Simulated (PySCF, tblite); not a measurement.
# C₅H₆ClF₃: geometry, infrared bands and NMR shifts

Wanted: the infrared bands and NMR shifts of C₅H₆ClF₃ (`CC[C@@H]1C(F)(F)[C@]1(F)Cl`), by calculation.

Programs: tblite 0.8.0 and PySCF 2.14.0, with density-fitted response routines of our own. Each step states its level of theory. These are calculated values for one molecule in the gas phase, unless marked as measured. Atoms are numbered from 0 throughout.

### Step 1. The starting structure

15 atoms, charge 0, multiplicity 1; geometry from: force field or distance geometry start.

Bonds of the start (Å): C0–C1 1.52, C1–C2 1.52, C2–C3 1.49, C3–F4 1.38, C3–F5 1.37, C3–C6 1.50, C6–F7 1.40, C6–Cl8 1.75, C6–C2 1.51, C0–H9 1.10, C0–H10 1.09, C0–H11 1.10, C1–H12 1.10, C1–H13 1.09, C2–H14 1.09.

### Step 2. Relaxing the molecule with GFN2-xTB

The job: settings as JSON, then the geometry in Å.

```
{"job": {"kind": "relax", "xc": "GFN2-xTB", "basis": "xTB"}, "charge": 0, "multiplicity": 1}
C     -1.951900    -0.462400     0.324600
C     -0.876100     0.473400    -0.197300
C      0.416000     0.281700     0.571600
C      1.691900     0.707700    -0.062900
F      2.596700     1.423700     0.697100
F      1.699400     1.225700    -1.330700
C      1.457900    -0.745100     0.201300
F      2.130000    -1.298000     1.299000
Cl     1.217000    -1.840000    -1.145300
H     -2.895700    -0.296900    -0.221500
H     -1.676600    -1.511100     0.207300
H     -2.160900    -0.286500     1.389900
H     -1.208000     1.508100    -0.055500
H     -0.730300     0.309800    -1.265800
H      0.286300     0.518000     1.623800
```

Command:

```sh
$ OMP_NUM_THREADS=1 python probes_run.py task.json out
```

One launch serves the whole session: the jobs run in the order shown.

**Question.** This job is followed by: GFN2-xTB harmonic vibrations, gas phase; GIAO PBE0/pcSseg-1 NMR shielding, non-relativistic, gas phase. What will the session give for the following? strongest single infrared mode (GFN2-xTB); zero-point energy (GFN2-xTB); ¹³C shifts against TMS (PBE0/pcSseg-1); ¹H shifts against TMS (PBE0/pcSseg-1, means over atoms taken as alike); ¹⁹F shifts against CFCl3 (PBE0/pcSseg-1); ³⁵Cl shifts against HCl (PBE0/pcSseg-1); surface potential, 1st and 99th percentile.

The runs gave:

| quantity | value |
| --- | --- |
| strongest single infrared mode (GFN2-xTB) | 1153 cm⁻¹, 97 km/mol |
| zero-point energy (GFN2-xTB) | 64.1 kcal/mol |
| ¹³C shifts against TMS (PBE0/pcSseg-1) | 116.1, 104.7, 40.4, 21.7, 14.4 ppm |
| ¹H shifts against TMS (PBE0/pcSseg-1, means over atoms taken as alike) | 1.99, 1.76, 1.42, 1.21 ppm |
| ¹⁹F shifts against CFCl3 (PBE0/pcSseg-1) | -153.7, -160.0, -160.3 ppm |
| ³⁵Cl shifts against HCl (PBE0/pcSseg-1) | 173 ppm |
| surface potential, 1st and 99th percentile | -0.62 V and 1.28 V |

What this shows: Relaxing lowered the energy by 0.148 eV in 44 steps; the close pair that moved most is C6–F7, from 1.401 to 1.353 Å. All 39 modes are real, so the xTB geometry is a minimum. The strongest single mode, at 1153 cm⁻¹, has its largest shares on C3, C6 and C2 (the list is cut at 3 atoms). GFN2-xTB is a fitted tight-binding method: band positions and strengths are rough. Its intensities can rank the bands wrongly. At PBE0/pcSseg-1: The widest tensor belongs to Cl8: span 530 ppm, with a paramagnetic part of -370 ppm.
